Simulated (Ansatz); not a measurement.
# Ta4O: one candidate structure

Where does Ta4O go from the start given, structure listed in a database for this formula (P4/mmm, No. 123)?

Computed with Ansatz 0.2.0 (DFT PBE, scalar-relativistic, plane waves, PAW, unless a step's input says otherwise).

2 further runs of the same task are left out: 2 set aside as unsound or not needed.

### 1 The system as given

It takes space group P4/mmm (No. 123, tetragonal). Conventional cell: a = 3.257 Å, b = 3.257 Å, c = 7.409 Å, α = 90.00°, β = 90.00°, γ = 90.00°. Ta (site symmetry 4/mmm) is surrounded by 4 O at 2.30 Å. Ta (site symmetry 4mm) has 1 O at 2.10 Å as nearest neighbours. Around Ta (site symmetry 4/mmm) lie 8 Ta at 2.81 Å. O (site symmetry 4/mmm) has 6 Ta at 2.10 to 2.30 Å as nearest neighbours.

Structure file:

```
Ta O
1.0
     3.25750    0.00000    0.00000
     0.00000    3.25750    0.00000
     0.00000    0.00000    7.40934
Ta O
4 1
Direct
  0.00000 0.00000 0.50000
  0.50000 0.50000 0.78316
  0.50000 0.50000 0.21684
  0.00000 0.00000 0.00000
  0.50000 0.50000 0.50000
```

### 2 A first look at the start

Contents of input.yaml:

```yaml
crystal:
  lattice:
    - [3.257497, 0.0, 0.0]
    - [0.0, 3.257497, 0.0]
    - [0.0, 0.0, 7.409341]
  atoms:
    - { symbol: Ta, position: [0.0, 0.0, 0.5] }
    - { symbol: Ta, position: [0.5, 0.5, 0.783158] }
    - { symbol: Ta, position: [0.5, 0.5, 0.216842] }
    - { symbol: Ta, position: [0.0, 0.0, 0.0] }
    - { symbol: O, position: [0.5, 0.5, 0.5] }
basis:
  ecutwfc: 420
kpoints:
  mp_grid: { grid: [6, 6, 4] }
hamiltonian:
  xc: pbe
scf:
  occupations: { method: gaussian, width: 0.1 }
  lower_state_search: "off"
output:
  forces: true
  stress: true
  eigenvalues: true
```

Started as:

```
$ ansatz run input.yaml --threads 1 --pin off --max-ram 2560MiB --backend cpu --events-out ev --progress --plain --runs-dir out
```

Output (excerpt; [...] marks lines left out):

```text
[...]
SCF converged after 6 iterations
Free energy (F): -40296.801797 eV
[...]
E sigma→0 (E₀):  -40296.795814 eV
Entropy (-TS):   -0.011965 eV (-2.393 meV/atom)
Fermi energy:    18.793730 eV
[...]
--- Forces (eV/Å), atoms counted from 1 ---
  atom   1  Ta    -0.00000000    -0.00000000     0.00000000
  atom   2  Ta     0.00000000     0.00000000    -0.14717915
  atom   3  Ta     0.00000000     0.00000000     0.14717915
  atom   4  Ta     0.00000000     0.00000000     0.00000000
  atom   5  O      0.00000000    -0.00000000     0.00000000
[...]
--- Stress (GPa, compression-positive) ---
       -0.667458       0.000000       0.000000
        0.000000      -0.667458       0.000000
        0.000000       0.000000      -0.799654
  P = ⅓ Tr σ = -0.7115 GPa (-7.115 kbar)
--- Band table (eV; the first three rows and the last of 30) ---
[...]
```

It took 6.7 s on 1 thread of Intel Xeon Platinum 8259CL at 2.50GHz (Skylake/Cascade Lake), shared host; peak memory 0.41 GiB.

The probe gives pressure -0.7 GPa, largest force 0.15 eV/Å, gap on this mesh none (metal). By this gap the next run takes a mesh of 12×12×6.

### 3 The relaxation

Changes to input.yaml since step 2:

```diff
@@ -14,3 +14,3 @@
 kpoints:
-  mp_grid: { grid: [6, 6, 4] }
+  mp_grid: { grid: [12, 12, 6] }
 hamiltonian:
@@ -19,3 +19,2 @@
   occupations: { method: gaussian, width: 0.1 }
-  lower_state_search: "off"
 output:
@@ -24 +23,6 @@
   eigenvalues: true
+relax:
+  adjacent_minimum: "off"
+  f_tol: 0.01
+  max_steps: 80
+  cell: { stress_tol: 0.05 }
```

Started as:

```
$ ansatz run input.yaml --threads 1 --pin off --max-ram 2560MiB --backend cpu --events-out ev --progress --plain --runs-dir out
```

Output:

```text
Warning: RAYON_NUM_THREADS=1 ignored (pool sized by the plan → 1); use --threads N
Engine: ansatz 0.2.0, x86_64-unknown-linux-gnu
Pseudopotentials: kind: paw
Pseudopotential: Ta, paw, valence charge 13, recommended cutoff 420 eV (normal), Ta.paw.azcp
Pseudopotential: O, paw, valence charge 6, recommended cutoff 420 eV (normal), O.paw.azcp
Functional definition: PBE
  parameter kappa = 0.804
  parameter beta = 0.06672455060314922
  exchange = pbe_x(kappa = kappa, mu = beta*pi^2/3)
  correlation = pbe_c(beta = beta)
Crystal: 5 atoms, lattice volume = 78.623 Å³
Basis set: ecut = 420 eV, 1569 PW (Γ), exchange–correlation on 48×48×100 points (8 copies of the dense FFT grid, shifted against one another)
Bands: 35, of which v1, the nominal top of the filled ones, is band 29 counted from 1 (28 counted from 0)
Symmetry: 16 space group operations
Space group: P4/mmm (ITA 123), of the structure as read, at distance tolerance 4.3e-5 Å
k-points: 112 of 864
Non-local potential: Ta, projectors of the file, l = 0: 3, l = 1: 2, l = 2: 2, l = 3: 1
Non-local potential: O, projectors of the file, l = 0: 2, l = 1: 2, l = 2: 1
PAW form: soft (Blöchl's): semilocal exchange-correlation on the pseudo side does not see the compensation charge
PAW one-centre angular grid: Ta, 590 points (default); XC on 64 Gauss nodes
PAW one-centre angular grid: O, 110 points (default); XC on 64 Gauss nodes
Initial density: superposition of atomic densities (neutral atoms: chi_scale 0, normalization atom), corrected by the library's trained network
Initial wavefunctions: pseudopotential atomic-orbital guess
Functional: x = pbe(κ = 0.804, μ = 0.2195149727645171), c = pbe(β = 0.06672455060314922)
SCF iter   1: F=—  HF=-40296.868253 eV  |F-HF|=—  |Δ(HF+E_count)|=         —  Δρ=9.56e-3  dr2=3.77e-1  ethr=1.77e-3  ⟨swp⟩=4.4  Hψ=15427  notcnv=0
preconditioner: auto → Kerker (q_TF=auto, 2.593 Å⁻¹)  [metal: Δε(μ)=0.006 eV  Ē_g=5.467 eV  σ=0.100 eV  W_gap=0.03  n_scr=26 (ndim 8)  ℏωp=20.5 eV  f_vac=0.000  D(μ)=2.09/eV (n_scr^D=16)]
SCF iter   2: F=—  HF=-40296.840186 eV  |F-HF|=—  |Δ(HF+E_count)|=   2.81e-2  Δρ=4.52e-3  dr2=5.89e-2  ethr=6.51e-4  ⟨swp⟩=1.3  Hψ=4858  notcnv=0  defer=13
SCF iter   3: F=—  HF=-40296.832917 eV  |F-HF|=—  |Δ(HF+E_count)|=   7.27e-3  Δρ=2.16e-3  dr2=1.42e-2  ethr=1.02e-4  ⟨swp⟩=1.2  Hψ=3829  notcnv=0  defer=13
SCF iter   4: F=—  HF=-40296.830545 eV  |F-HF|=—  |Δ(HF+E_count)|=   2.37e-3  Δρ=8.54e-4  dr2=6.84e-4  ethr=2.45e-5  ⟨swp⟩=2.0  Hψ=5042  notcnv=0  defer=13
SCF iter   5: F=—  HF=-40296.830423 eV  |F-HF|=—  |Δ(HF+E_count)|=   1.22e-4  Δρ=2.72e-4  dr2=3.59e-5  ethr=1.18e-6  ⟨swp⟩=2.0  Hψ=5191  notcnv=0  defer=13
SCF iter   6: F=—  HF=-40296.830218 eV  |F-HF|=—  |Δ(HF+E_count)|=   2.04e-4  Δρ=6.04e-5  dr2=4.49e-6  ethr=6.19e-8  ⟨swp⟩=2.0  Hψ=6263  notcnv=0  defer=23
SCF iter   7: F=—  HF=-40296.830218 eV  |F-HF|=—  |Δ(HF+E_count)|=   4.52e-7  Δρ=1.68e-5  dr2=2.72e-7  ethr=7.74e-9  ⟨swp⟩=2.0  Hψ=4687  notcnv=0  defer=24
SCF iter   8: F=-40296.830218 eV  HF=-40296.830218 eV  |F-HF|=1.13e-8  |Δ(HF+E_count)|=   1.78e-8  Δρ=5.01e-6  dr2=1.67e-8  ethr=1.72e-10  ⟨swp⟩=9.3  Hψ=14966  notcnv=0
SCF 1 converged in 8 iterations: F = -40296.830218 eV  dr2 = 1.67e-8
relax step   1: F+E_penalty+E_count = -40296.83021775 eV  Δ(F+E_penalty+E_count) = +0.000e0 eV  max|allowed force component| = 5.685e-2 eV/Å  Δτ_max = 0.0000 Å  P = -0.833 GPa  Ω = 78.623 Å³  (8 SCF iters, dr2 threshold 1.00e-7 eV, accepted)
Crystal: 5 atoms, lattice volume = 77.843 Å³
Basis set: ecut = 420 eV, 1553 PW (Γ), exchange–correlation on 48×48×100 points (8 copies of the dense FFT grid, shifted against one another)
Initial density: handed on by an earlier stage of this run
Initial wavefunctions: those handed on with the density
iter 1 solved again at ethr=1.18e-4 eV; its pass at ethr=3.10e-3 eV (dr2=6.82e-2 eV) is discarded
SCF iter   1: F=—  HF=-40296.835200 eV  |F-HF|=—  |Δ(HF+E_count)|=         —  Δρ=3.16e-3  dr2=6.84e-2  ethr=1.18e-4  ⟨swp⟩=1.0  Hψ=15920  notcnv=0
preconditioner: auto → Kerker (q_TF=auto, 2.598 Å⁻¹)  [metal: Δε(μ)=0.008 eV  Ē_g=5.535 eV  σ=0.100 eV  W_gap=0.04  n_scr=26 (ndim 8)  ℏωp=20.6 eV  f_vac=0.000  D(μ)=1.80/eV (n_scr^D=8)]
SCF iter   2: F=—  HF=-40296.830649 eV  |F-HF|=—  |Δ(HF+E_count)|=   4.55e-3  Δρ=9.94e-4  dr2=7.06e-3  ethr=1.18e-4  ⟨swp⟩=1.2  Hψ=3947  notcnv=0
SCF iter   3: F=—  HF=-40296.829988 eV  |F-HF|=—  |Δ(HF+E_count)|=   6.62e-4  Δρ=5.31e-4  dr2=1.13e-3  ethr=1.22e-5  ⟨swp⟩=1.2  Hψ=3953  notcnv=0
SCF iter   4: F=—  HF=-40296.829795 eV  |F-HF|=—  |Δ(HF+E_count)|=   1.93e-4  Δρ=2.22e-4  dr2=2.65e-5  ethr=1.94e-6  ⟨swp⟩=2.0  Hψ=5027  notcnv=0
SCF iter   5: F=—  HF=-40296.829586 eV  |F-HF|=—  |Δ(HF+E_count)|=   2.09e-4  Δρ=7.16e-5  dr2=3.50e-6  ethr=4.56e-8  ⟨swp⟩=2.0  Hψ=6361  notcnv=0
SCF iter   6: F=-40296.829585 eV  HF=-40296.829585 eV  |F-HF|=1.74e-7  |Δ(HF+E_count)|=   4.45e-7  Δρ=1.93e-5  dr2=2.91e-7  ethr=8.62e-10  ⟨swp⟩=7.4  Hψ=16426  notcnv=0
SCF 2 converged in 6 iterations: F = -40296.829585 eV  dr2 = 2.91e-7
relax step   2: F+E_penalty+E_count = -40296.82958528 eV  Δ(F+E_penalty+E_count) = +6.325e-4 eV  max|allowed force component| = 8.440e-2 eV/Å  Δτ_max = 0.0028 Å  P = +1.400 GPa  Ω = 77.843 Å³  energy of the carried Pulay correction = +1.002e-3 eV  (6 SCF iters, dr2 threshold 5.00e-7 eV, rejected (line search))
Crystal: 5 atoms, lattice volume = 78.331 Å³
iter 1 solved again at ethr=7.06e-5 eV; its pass at ethr=3.10e-3 eV (dr2=4.10e-2 eV) is discarded
SCF iter   1: F=—  HF=-40296.834847 eV  |F-HF|=—  |Δ(HF+E_count)|=         —  Δρ=2.47e-3  dr2=4.10e-2  ethr=7.06e-5  ⟨swp⟩=1.0  Hψ=15626  notcnv=0
preconditioner: auto → Kerker (q_TF=auto, 2.595 Å⁻¹)  [metal: Δε(μ)=0.011 eV  Ē_g=5.497 eV  σ=0.100 eV  W_gap=0.06  n_scr=26 (ndim 8)  ℏωp=20.6 eV  f_vac=0.000  D(μ)=1.85/eV (n_scr^D=8)]
SCF iter   2: F=—  HF=-40296.832128 eV  |F-HF|=—  |Δ(HF+E_count)|=   2.72e-3  Δρ=7.48e-4  dr2=4.01e-3  ethr=7.06e-5  ⟨swp⟩=1.2  Hψ=3948  notcnv=0
SCF iter   3: F=—  HF=-40296.831760 eV  |F-HF|=—  |Δ(HF+E_count)|=   3.68e-4  Δρ=3.87e-4  dr2=6.25e-4  ethr=6.92e-6  ⟨swp⟩=1.2  Hψ=3956  notcnv=0
SCF iter   4: F=—  HF=-40296.831656 eV  |F-HF|=—  |Δ(HF+E_count)|=   1.04e-4  Δρ=1.60e-4  dr2=1.63e-5  ethr=1.08e-6  ⟨swp⟩=2.1  Hψ=5062  notcnv=0
SCF iter   5: F=—  HF=-40296.831470 eV  |F-HF|=—  |Δ(HF+E_count)|=   1.86e-4  Δρ=5.19e-5  dr2=1.65e-6  ethr=2.80e-8  ⟨swp⟩=2.0  Hψ=6370  notcnv=0
SCF iter   6: F=—  HF=-40296.831466 eV  |F-HF|=—  |Δ(HF+E_count)|=   4.12e-6  Δρ=1.98e-5  dr2=2.98e-7  ethr=2.84e-9  ⟨swp⟩=2.0  Hψ=5318  notcnv=0
SCF iter   7: F=—  HF=-40296.831466 eV  |F-HF|=—  |Δ(HF+E_count)|=   3.49e-8  Δρ=4.08e-6  dr2=1.18e-8  ethr=5.14e-10  ⟨swp⟩=2.0  Hψ=5254  notcnv=0
SCF iter   8: F=—  HF=-40296.831466 eV  |F-HF|=—  |Δ(HF+E_count)|=   1.09e-9  Δρ=9.92e-7  dr2=1.64e-9  ethr=2.03e-11  ⟨swp⟩=2.0  Hψ=5259  notcnv=0
SCF iter   9: F=-40296.831466 eV  HF=-40296.831466 eV  |F-HF|=7.28e-12  |Δ(HF+E_count)|=  1.96e-10  Δρ=1.76e-7  dr2=2.79e-11  ethr=1.00e-12  ⟨swp⟩=3.8  Hψ=15945  notcnv=0
the search or the solves at the SCF's close seem to have found levels that the self-consistency loop had missed (the run counts 2). By its estimate they hold under 1e-12 electrons; where the run keeps them, the occupations were computed again with them
SCF 3 converged in 9 iterations: F = -40296.831466 eV  dr2 = 2.79e-11
relax step   3: F+E_penalty+E_count = -40296.83146575 eV  Δ(F+E_penalty+E_count) = -1.248e-3 eV  max|allowed force component| = 2.098e-2 eV/Å  Δτ_max = 0.0013 Å  P = -0.007 GPa  Ω = 78.331 Å³  energy of the carried Pulay correction = +3.738e-4 eV  (9 SCF iters, accepted)
iter 1 solved again at ethr=7.99e-9 eV; its pass at ethr=3.10e-3 eV (dr2=4.63e-6 eV) is discarded
SCF iter   1: F=—  HF=-40296.831693 eV  |F-HF|=—  |Δ(HF+E_count)|=         —  Δρ=8.13e-5  dr2=4.68e-6  ethr=7.99e-9  ⟨swp⟩=3.1  Hψ=20591  notcnv=0
preconditioner: auto → Kerker (q_TF=auto, 2.595 Å⁻¹)  [metal: Δε(μ)=0.015 eV  Ē_g=5.501 eV  σ=0.100 eV  W_gap=0.08  n_scr=26 (ndim 8)  ℏωp=20.6 eV  f_vac=0.000  D(μ)=1.78/eV (n_scr^D=8)]
SCF iter   2: F=—  HF=-40296.831509 eV  |F-HF|=—  |Δ(HF+E_count)|=   1.84e-4  Δρ=4.58e-5  dr2=1.40e-6  ethr=7.99e-9  ⟨swp⟩=2.0  Hψ=6764  notcnv=0
SCF iter   3: F=—  HF=-40296.831509 eV  |F-HF|=—  |Δ(HF+E_count)|=   3.16e-7  Δρ=1.22e-5  dr2=1.58e-7  ethr=2.42e-9  ⟨swp⟩=2.4  Hψ=5737  notcnv=0
SCF iter   4: F=-40296.831509 eV  HF=-40296.831509 eV  |F-HF|=6.38e-9  |Δ(HF+E_count)|=   2.49e-8  Δρ=5.03e-6  dr2=1.39e-8  ethr=1.22e-10  ⟨swp⟩=4.2  Hψ=12430  notcnv=0
SCF 4 converged in 4 iterations: F = -40296.831509 eV  dr2 = 1.39e-8
relax step   4: F+E_penalty+E_count = -40296.83150898 eV  Δ(F+E_penalty+E_count) = -4.322e-5 eV  max|allowed force component| = 9.093e-3 eV/Å  Δτ_max = 0.0002 Å  P = +0.016 GPa  Ω = 78.331 Å³  energy of the carried Pulay correction = +3.736e-4 eV  (4 SCF iters, dr2 threshold 7.08e-8 eV, accepted)
Initial wavefunctions: pseudopotential atomic-orbital guess (no wavefunctions were taken with the density)
iter 1 solved again at ethr=1.15e-8 eV; its pass at ethr=3.10e-3 eV (dr2=6.68e-6 eV) is discarded
SCF iter   1: F=—  HF=-40296.831323 eV  |F-HF|=—  |Δ(HF+E_count)|=         —  Δρ=2.50e-5  dr2=1.31e-7  ethr=1.15e-8  ⟨swp⟩=3.9  Hψ=28005  notcnv=0
preconditioner: auto → Kerker (q_TF=auto, 2.595 Å⁻¹)  [metal: Δε(μ)=0.014 eV  Ē_g=5.501 eV  σ=0.100 eV  W_gap=0.08  n_scr=26 (ndim 8)  ℏωp=20.6 eV  f_vac=0.000  D(μ)=1.78/eV (n_scr^D=8)]
SCF iter   2: F=—  HF=-40296.831139 eV  |F-HF|=—  |Δ(HF+E_count)|=   1.83e-4  Δρ=1.07e-5  dr2=2.54e-8  ethr=2.25e-10  ⟨swp⟩=3.0  Hψ=9082  notcnv=0
SCF iter   3: F=—  HF=-40296.831140 eV  |F-HF|=—  |Δ(HF+E_count)|=   1.17e-8  Δρ=6.21e-6  dr2=6.12e-9  ethr=4.38e-11  ⟨swp⟩=1.9  Hψ=4297  notcnv=0
SCF iter   4: F=—  HF=-40296.831140 eV  |F-HF|=—  |Δ(HF+E_count)|=   7.06e-9  Δρ=7.37e-7  dr2=4.77e-10  ethr=1.06e-11  ⟨swp⟩=2.2  Hψ=4792  notcnv=0
SCF iter   5: F=-40296.831140 eV  HF=-40296.831140 eV  |F-HF|=1.46e-11  |Δ(HF+E_count)|=  2.91e-11  Δρ=1.98e-7  dr2=4.27e-11  ethr=1.00e-12  ⟨swp⟩=3.9  Hψ=15568  notcnv=0
SCF 5 converged in 5 iterations: F = -40296.831140 eV  dr2 = 4.27e-11
relax step   5: F+E_penalty+E_count = -40296.83113951 eV  Δ(F+E_penalty+E_count) = +3.695e-4 eV  max|allowed force component| = 9.160e-3 eV/Å  Δτ_max = 0.0000 Å  P = +0.008 GPa  Ω = 78.331 Å³  stress off target by 2.95e-2 GPa  SCF on the basis re-selected at this cell (its energy is not comparable with the rows above)  (5 SCF iters)
basis re-selected at this cell: Δ(F+E_penalty+E_count) = +3.695e-4 eV, ΔP = -0.008 GPa vs the last step (what re-selecting the basis moved, of the pressure what is left beyond the Pulay correction that the steps carried, after the strain that the cell walked since its last selection, with what the two solves' SCF thresholds leave and, on support functions, any second-order correction that the steps lacked; it is no measure of the basis error at this ecutwfc). This SCF's stress stands 2.95e-2 GPa from its target on what of the cell is left free (relax.cell.stress_tol is 5.00e-2 GPa) and its largest allowed force component is 9.16e-3 eV/Å (relax.f_tol is 1.00e-2 eV/Å): within both
SCF converged after 5 iterations
Free energy (F): -40296.831140 eV
Harris-Foulkes:  -40296.831140 eV  (|F-HF|=1.46e-11)
Internal energy: -40296.822243 eV  (E = F + TS)
E sigma→0 (E₀):  -40296.826691 eV
Entropy (-TS):   -0.008897 eV (-1.779 meV/atom)
Fermi energy:    18.842658 eV
--- Per-component energies (eV) ---
  E_band       = -410.200794
  E_kinetic    = 1641.121711
  E_local      = -2511.672184  (includes V_loc(G=0)·N_el)
  E_nonlocal   = 106.447621
  E_hartree    = 876.253336
  E_xc         = -947.745546
  E_vxc        = -910.638433  (∫ρ·V_xc dr)
  E_paw        = -33744.835467  (= ΣΔE_a)
  E_vpaw       = -487.969364  (= ΣTr[D̂ρ^β])
  E_aug_tail   = 0.003126  (compensation charges beyond the density's cutoff)
  E_ewald      = -5716.394839
  E_smearing   = -0.008897  (= −TS)
  E_closure    = 0.000000  (closes the sum)
  Σ components = -40296.831140   (vs F -40296.831140, Δ=0.00e0)
--- Forces (eV/Å), atoms counted from 1 ---
  atom   1  Ta     0.00000000    -0.00000000     0.00000000
  atom   2  Ta     0.00000000     0.00000000    -0.00915984
  atom   3  Ta     0.00000000     0.00000000     0.00915984
  atom   4  Ta     0.00000000     0.00000000     0.00000000
  atom   5  O     -0.00000000    -0.00000000     0.00000000
  max |Σ_I F_I| component: 1.26e-29 eV/Å
--- Stress (GPa, compression-positive) ---
        0.026718       0.000000       0.000000
        0.000000       0.026718       0.000000
        0.000000       0.000000      -0.029471
  P = ⅓ Tr σ = 0.0080 GPa (0.080 kbar)
--- Band table (eV; the first three rows and the last of 112) ---
  k-point 0: bands = ["-50.0660", "-48.9011", "-48.8859", "-48.1211", "-16.6487", "-16.6487", "-16.3112", "-15.7406", "-15.6149", "-15.4055", "-15.4055", "-15.2691", "-15.2691", "-14.7045", "-14.4234", "-14.4234", "-3.3442", "10.5718", "11.4235", "11.9169", "11.9169", "14.4950", "14.6080", "14.6806", "16.2441", "17.2900", "18.3977", "18.3977", "18.6571", "19.3806", "19.8873", "19.8873", "20.1763", "20.5075", "20.5384"]
  k-point 1: bands = ["-50.0660", "-48.9012", "-48.8858", "-48.1211", "-16.6486", "-16.6486", "-16.3133", "-15.7358", "-15.6135", "-15.4075", "-15.4075", "-15.2670", "-15.2670", "-14.7091", "-14.4236", "-14.4236", "-3.3398", "10.3737", "11.6894", "11.9180", "11.9180", "14.1306", "14.6680", "14.9402", "15.9784", "17.5890", "18.3805", "18.3805", "18.7737", "19.4258", "19.7474", "19.7474", "20.3193", "20.3735", "20.8041"]
  k-point 2: bands = ["-50.0660", "-48.9014", "-48.8855", "-48.1211", "-16.6484", "-16.6484", "-16.3176", "-15.7267", "-15.6106", "-15.4114", "-15.4114", "-15.2630", "-15.2630", "-14.7185", "-14.4239", "-14.4239", "-3.3309", "10.1086", "11.9201", "11.9201", "12.1855", "13.5634", "14.8448", "15.2297", "15.5437", "18.0679", "18.3448", "18.3448", "18.9545", "19.5541", "19.5913", "19.5913", "20.1066", "20.7066", "20.8486"]
  k-point 111: bands = ["-50.0455", "-48.8728", "-48.8673", "-48.1124", "-16.8861", "-16.8861", "-16.1989", "-15.7369", "-15.7369", "-15.6362", "-15.5583", "-15.4639", "-15.4639", "-14.8010", "-14.5295", "-14.5295", "-3.0992", "10.7316", "10.9782", "10.9782", "15.1344", "15.5523", "15.5911", "15.5911", "16.1161", "17.1498", "17.1498", "18.8739", "18.8739", "20.5252", "20.7688", "20.7688", "21.7889", "22.0656", "23.2850"]
--- Relaxed structure (4 steps of the walk, 3 accepted, 1 SCFs on fresh bases) ---
  F+E_penalty+E_count = -40296.83113951 eV   max|allowed force component| = 9.160e-3 eV/Å   (the final SCF, on the basis selected at the relaxed cell)
  cell:  # Å, volume = 78.3312 Å³
    - [3.254339411745124, -4.576414165302447e-35, 0.0]
    - [-4.576414165302447e-35, 3.254339411745124, 0.0]
    - [0.0, 0.0, 7.396210676674272]
  atoms:
    - { symbol: Ta, position: [-3.6951874867176318e-37, 1.4434326119990748e-38, 0.4999999999999999] }
    - { symbol: Ta, position: [0.49999999999999994, 0.49999999999999994, 0.7829561814721276] }
    - { symbol: Ta, position: [0.49999999999999994, 0.49999999999999994, 0.2170438185278721] }
    - { symbol: Ta, position: [9.237968716794079e-38, -1.2818624856585424e-86, 0.0] }
    - { symbol: O, position: [0.49999999999999994, 0.49999999999999994, 0.4999999999999999] }
```

It took 1.9 min on 1 thread of Intel Xeon Platinum 8259CL at 2.50GHz (Skylake/Cascade Lake), shared host; peak memory 0.57 GiB.

Relaxation path:

| step | energy from step 1 (eV/cell) | largest force component (eV/Å) | pressure (GPa) | volume (Å³) |
| --- | --- | --- | --- | --- |
| 1 | 0.0000 | 0.0568 | -0.83 | 78.62 |
| 2 | 0.0006 | 0.0844 | 1.40 | 77.84 |
| 3 | -0.0012 | 0.0210 | -0.01 | 78.33 |
| 4 | -0.0013 | 0.0091 | 0.02 | 78.33 |
| 5 | -0.0009 | 0.0092 | 0.01 | 78.33 |

Step 1 is the start. Step 5 repeats the geometry before it on a plane-wave basis chosen anew for that cell, so its energy need not be comparable with the rows above. Step 2 was tried and not accepted.

|  | before | after | change |
| --- | --- | --- | --- |
| a (Å) | 3.257 | 3.254 | -0.1 % |
| b (Å) | 3.257 | 3.254 | -0.1 % |
| c (Å) | 7.409 | 7.396 | -0.2 % |
| volume (Å³/atom) | 15.72 | 15.67 | -0.4 % |
| shortest distance (Å) | 2.098 | 2.093 | -0.2 % |
| space group (0.01 Å) | P4/mmm | P4/mmm | same |

Forces and stress were held to the start's 16 operations: a distortion of lower symmetry was not tested.

### 4 Results

Formation energies count from the elements, computed with the same settings in runs not shown here.

```
                          quantity                                                                      value
                              cell  a = 3.254 Å, b = 3.254 Å, c = 7.396 Å, α = 90.00°, β = 90.00°, γ = 90.00°
                       space group                                                           P4/mmm (No. 123)
                            volume                                                              15.67 Å³/atom
                   gap on the mesh                                                               none (metal)
formation energy from the elements                                                             -0.571 eV/atom
```

In words: The space group stayed P4/mmm, and from the first guess the volume went from 15.72 to 15.67 Å³/atom. With -0.57 eV/atom it lies under the elements, which doesn't yet make it stable against other compounds of them. The runs treat Ta without spin-orbit coupling.
